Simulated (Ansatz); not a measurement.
## CoH on several prototypes: a ranking of structure types by relaxed energy, step by step

Computed with Ansatz 0.2.0, Python API.

Interactive session:
```pycon
>>> import warnings
>>> import ansatz as az
>>> import numpy as np
>>> import spglib
>>> FUNCTIONAL = "r2scan"
>>> CUTOFF = 380
>>> EXTRA_BANDS = 8
>>> KSPACING = 0.39
>>> FILLING = "fermi_dirac"
>>> WIDTH_EV = 0.1
>>> def wurtzite(a_site, b_site, a):
...     return (
...         az.Lattice.from_parameters(a, a, 1.633 * a, alpha=90, beta=90, gamma=120)
...         .space_group(186)
...         .atom(a_site, (1 / 3, 2 / 3, 0))
...         .atom(b_site, (1 / 3, 2 / 3, 0.375))
...     )
...
>>> def zincblende(A, B, a):
...     return (
...         az.Lattice.fcc(a)
...         .space_group(216)
...         .atom(A, (0, 0, 0))
...         .atom(B, (0.25, 0.25, 0.25))
...         .primitive()
...     )
...
>>> def cuau(first, second, a):
...     return (
...         az.Lattice.from_parameters(a, a, 1.35 * a, alpha=90, beta=90, gamma=90)
...         .space_group(123)
...         .atom(first, (0, 0, 0))
...         .atom(second, (0.5, 0.5, 0.5))
...     )
...
>>> def rocksalt(a_site, b_site, a):
...     return (
...         az.Lattice.fcc(a)
...         .space_group(225)
...         .atom(a_site, (0, 0, 0))
...         .atom(b_site, (0.5, 0.5, 0.5))
...         .primitive()
...     )
...
>>> def run_phase(name, crystal):
...     calc = (
...         crystal.calculation()
...         .functional(FUNCTIONAL)
...         .basis(CUTOFF, xc_grid=3)
...         .accuracy("low")
...         .eigensolver("auto")
...         .scf(extra_bands=EXTRA_BANDS, algorithm="direct_min")
...         .kpoints(spacing=KSPACING)
...         .occupations(FILLING, width=WIDTH_EV)
...         .spin("collinear")
...         .stress()
...         .band_table()
...     )
...     calc = calc.relax(force_tolerance=0.02, cell=True)
...     return calc.run(threads=1, backend="cpu")
...
>>> def pressure_gpa(outcome):
...     return float(np.trace(outcome.report["stress_gpa"]) / 3)
...
>>> def space_group(outcome):
...     sites = outcome.report["lattice"]["sites"]
...     kinds = sorted({site["symbol"] for site in sites})
...     cell = (outcome.lattice.cell_ang, [site["position_frac"] for site in sites], [kinds.index(site["symbol"]) for site in sites])
...     return spglib.get_spacegroup(cell, symprec=0.01)
...
>>> # starting lattice constants are rough guesses; the relaxation finds the rest
>>> warnings.simplefilter("ignore", az.DeckWarning)
>>> phases = {}
>>> phases["wurtzite"] = wurtzite("Co", "H", 2.78).moments(Co=2.5)
>>> phases["zincblende"] = zincblende("Co", "H", 3.94).moments(Co=2.5)
>>> phases["CuAu"] = cuau("Co", "H", 2.1).moments(Co=2.5)
>>> phases["rocksalt"] = rocksalt("Co", "H", 3.69).moments(Co=2.5)
>>> done = {}
>>> for name, crystal in phases.items():
...     done[name] = run_phase(name, crystal)
...     print(f"{name}: {done[name].report['energy_sigma0_ev']:.4f} eV, {len(done[name].lattice.sites)} atoms")
...
wurtzite: -10294.1706 eV, 4 atoms
zincblende: -5147.1927 eV, 2 atoms
CuAu: -5146.2375 eV, 2 atoms
rocksalt: -5147.2913 eV, 2 atoms
>>> energy = {name: o.report["energy_sigma0_ev"] / len(o.lattice.sites) for name, o in done.items()}
>>> lowest = min(energy.values())
>>> rows = [(name, len(o.lattice.sites), 1000 * (energy[name] - lowest), pressure_gpa(o), space_group(o), abs(o.report["magnetization_mub"]) / len(o.lattice.sites)) for name, o in done.items()]
>>> rows.sort(key=lambda row: row[2])
>>> print("| phase | atoms | dE (meV/atom) | P (GPa) | space group | M (muB/atom) |")
| phase | atoms | dE (meV/atom) | P (GPa) | space group | M (muB/atom) |
>>> print("| --- | --- | --- | --- | --- | --- |")
| --- | --- | --- | --- | --- | --- |
>>> for row in rows:
...     print(f"| {row[0]} | {row[1]:d} | {row[2]:.1f} | {row[3]:.2f} | {row[4]} | {row[5]:.2f} |")
...
| rocksalt | 2 | 0.0 | -0.00 | Fm-3m (225) | 0.71 |
| zincblende | 2 | 49.3 | -0.05 | F-43m (216) | 0.72 |
| wurtzite | 4 | 103.0 | -0.01 | P6_3mc (186) | 0.85 |
| CuAu | 2 | 526.9 | 0.01 | P4/mmm (123) | 0.85 |
>>> print("lowest in energy:", rows[0][0])
lowest in energy: rocksalt
```

By space group at the end of each run: Fm-3m (+0 meV an atom, 6.3 Å³), F-43m (+49 meV an atom, 6.9 Å³), P6_3mc (+103 meV an atom, 7.0 Å³) and P4/mmm (+527 meV an atom, 6.9 Å³).

Caveats:
- The settings weren't tested for convergence.
- The cutoff lies under the one recommended for these potentials.
- Other magnetic orders than the one started from may lie lower.
- Under the recommended cutoff a pressure can be off by several GPa, even in sign.
- For the metals among these phases the mesh is modest: differences between phases can be off by up to 40 meV an atom.
- Pressure is positive in compression.
- r2SCAN tends to overestimate the moments of itinerant magnets.
- The cells are built on prototypes, so most aren't the phase found in nature. Rows bear the name of their start, and a relaxation keeps or raises the symmetry. Differences under about 40 meV an atom lie within the error of mesh and functional.
- The script silences the warnings on its input, which a real study should read.
- Finished in 11 min on 1 thread of Arm Neoverse N1, on a shared host, peak memory 0.46 GiB.
